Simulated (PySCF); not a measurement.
**BiI3: forces at shaken geometries**

How stiff is BiI3? Its atoms are displaced at random by several amounts. It is a constructed species; whether it can be made isn't addressed.

The runs use PySCF 2.14.0; r2SCAN, Bi def2-SVP with ECP60, I def2-SVP with ECP28; scalar-relativistic core potentials, no spin–orbit coupling.

5 further runs of the same task are left out: 2 for a known fault of the program, 1 that didn't finish, 2 set aside as unsound or not needed.

**1. The system as given**

4 atoms, charge 0, spin multiplicity 1.

Bond lengths: Bi1–I2 2.837 Å, Bi1–I3 2.837 Å, Bi1–I4 2.830 Å. Angles: I2–Bi1–I3 100.3°, I2–Bi1–I4 100.6°, I3–Bi1–I4 100.6°.

Coordinates:

```xyz
4

Bi    0.00303    0.93852    0.00000
I    -1.25777   -0.37133    2.17752
I    -1.25777   -0.37133   -2.17752
I     2.51912   -0.35754    0.00000
```

Formal oxidation states: Bi +3. An earlier session relaxed this geometry at r2SCAN, Bi def2-SVP with ECP60, I def2-SVP with ECP28 (singlet, point group C3v).

Its energy there is -1108.327322 Eh.

**2. Atoms moved at random, σ = 0.15 Å**

run.py (the lines that set the calculation) reads:

```python
mol = gto.M(atom='''
Bi    -0.09208     0.88271     0.15496
I     -1.45123    -0.38383     1.97761
I     -1.12797    -0.15076    -2.25203
I      2.67789    -0.50981     0.11946''',
    basis={'Bi': 'def2-SVP', 'I': 'def2-SVP'},
    ecp={'Bi': 'def2-SVP', 'I': 'def2-SVP'},
    charge=0, spin=0)
mf = dft.RKS(mol, xc='R2SCAN')
mf.grids.atom_grid = (50, 194)
mf = mf.density_fit()  # fitting sets: Bi def2-universal-JKFIT, I def2-universal-JKFIT
mf.conv_tol = 1e-08; mf.max_cycle = 55
mf.kernel(dm0)  # dm0: the density of the relaxed state
```

Run with:

```console
$ OMP_NUM_THREADS=2 python run.py
```

**3. Atoms moved at random, σ = 0.1 Å**

run.py (the lines that set the calculation): that of step 2 with these lines changed.

```diff
@@ -1,6 +1,6 @@
 mol = gto.M(atom='''
-Bi    -0.09208     0.88271     0.15496
-I     -1.45123    -0.38383     1.97761
-I     -1.12797    -0.15076    -2.25203
-I      2.67789    -0.50981     0.11946''',
+Bi     0.00650     0.97073    -0.11989
+I     -1.28177    -0.47279     2.40304
+I     -1.23654    -0.31689    -2.32760
+I      2.51842    -0.34274     0.04445''',
     basis={'Bi': 'def2-SVP', 'I': 'def2-SVP'},
```

**4. Atoms moved at random, σ = 0.15 Å**

run.py (the lines that set the calculation): that of step 3 with these lines changed.

```diff
@@ -1,6 +1,6 @@
 mol = gto.M(atom='''
-Bi     0.00650     0.97073    -0.11989
-I     -1.28177    -0.47279     2.40304
-I     -1.23654    -0.31689    -2.32760
-I      2.51842    -0.34274     0.04445''',
+Bi     0.00901     0.71260     0.21235
+I     -1.34338    -0.09326     2.18145
+I     -1.23454    -0.52633    -2.33540
+I      2.57551    -0.25470    -0.05840''',
     basis={'Bi': 'def2-SVP', 'I': 'def2-SVP'},
```

What does the calculation give? Wanted: for each run, σ; energy rise; harmonic estimate −½ F·u; largest force component.

As calculated:

| σ (Å) | energy rise (eV) | harmonic estimate −½ F·u (eV) | largest force component (eV/Å) |
| --- | --- | --- | --- |
| 0.15 | 0.456 | 0.464 | 2.57 |
| 0.1 | 0.327 | 0.269 | 1.19 |
| 0.15 | 0.943 | 0.979 | 4.67 |

Every displacement raises the energy. For a harmonic well the rise equals −½ F·u; the two differ by at most 18 % here (a move with σ = 0.1 Å), from anharmonicity, the grid and the small forces left at the relaxed point. The bases are small and lack diffuse functions. Spin–orbit coupling is left out.
